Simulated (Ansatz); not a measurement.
# HfO7: the cost of one run

Method: DFT PBE, scalar-relativistic, plane waves, PAW, in Ansatz 0.2.0.

**1. Starting point**

The structure is cubic, space group Fm-3m (No. 225). The conventional cell has a = 6.970 Å, b = 6.970 Å, c = 6.970 Å, α = 90.00°, β = 90.00°, γ = 90.00°. Hf (site symmetry m-3m) has 12 O at 2.46 Å as nearest neighbours. O (site symmetry m-3m) has 12 O at 2.46 Å as nearest neighbours. Around O (site symmetry mmm) lie 2 Hf at 2.46 Å and 10 O at 2.46 Å.

Coordinates:

```
CELL_PARAMETERS angstrom
0.00000 3.48493 3.48493
3.48493 0.00000 3.48493
3.48493 3.48493 0.00000
ATOMIC_POSITIONS crystal
Hf 0.00000 0.00000 0.00000
O 0.50000 0.50000 0.50000
O 0.00000 0.00000 0.50000
O 0.50000 0.00000 0.50000
O 0.00000 0.50000 0.50000
O 0.50000 0.50000 0.00000
O 0.00000 0.50000 0.00000
O 0.50000 0.00000 0.00000
```

A structure generator made this guess: species swapped into a database cell of LiPd7 (Fm-3m, No. 225), with Hf on the Li sites and O on the Pd sites. Its size is a rough estimate.

**2. Probe: one point on a coarse mesh**

Contents of input.yaml:

```yaml
crystal:
  lattice:
    - [0.0, 3.4849309, 3.4849309]
    - [3.4849309, 0.0, 3.4849309]
    - [3.4849309, 3.4849309, 0.0]
  atoms:
    - { symbol: Hf, position: [0.0, 0.0, 0.0] }
    - { symbol: O, position: [0.5, 0.5, 0.5] }
    - { symbol: O, position: [0.0, 0.0, 0.5] }
    - { symbol: O, position: [0.5, 0.0, 0.5] }
    - { symbol: O, position: [0.0, 0.5, 0.5] }
    - { symbol: O, position: [0.5, 0.5, 0.0] }
    - { symbol: O, position: [0.0, 0.5, 0.0] }
    - { symbol: O, position: [0.5, 0.0, 0.0] }
basis:
  ecutwfc: 420
kpoints:
  mp_grid: { grid: [4, 4, 4] }
hamiltonian:
  xc: pbe
scf:
  occupations: { method: gaussian, width: 0.1 }
  lower_state_search: "off"
output:
  forces: true
  stress: true
  eigenvalues: true
```

Run with:

```bash
$ ansatz run input.yaml --threads 1 --pin off --max-ram 2048MiB --backend cpu --events-out ev --progress --plain --runs-dir out
```

Q: Estimate wall time and peak memory on 1 thread of Arm Neoverse V2, shared host.

About 2.3 s, with a peak of 0.33 GiB.
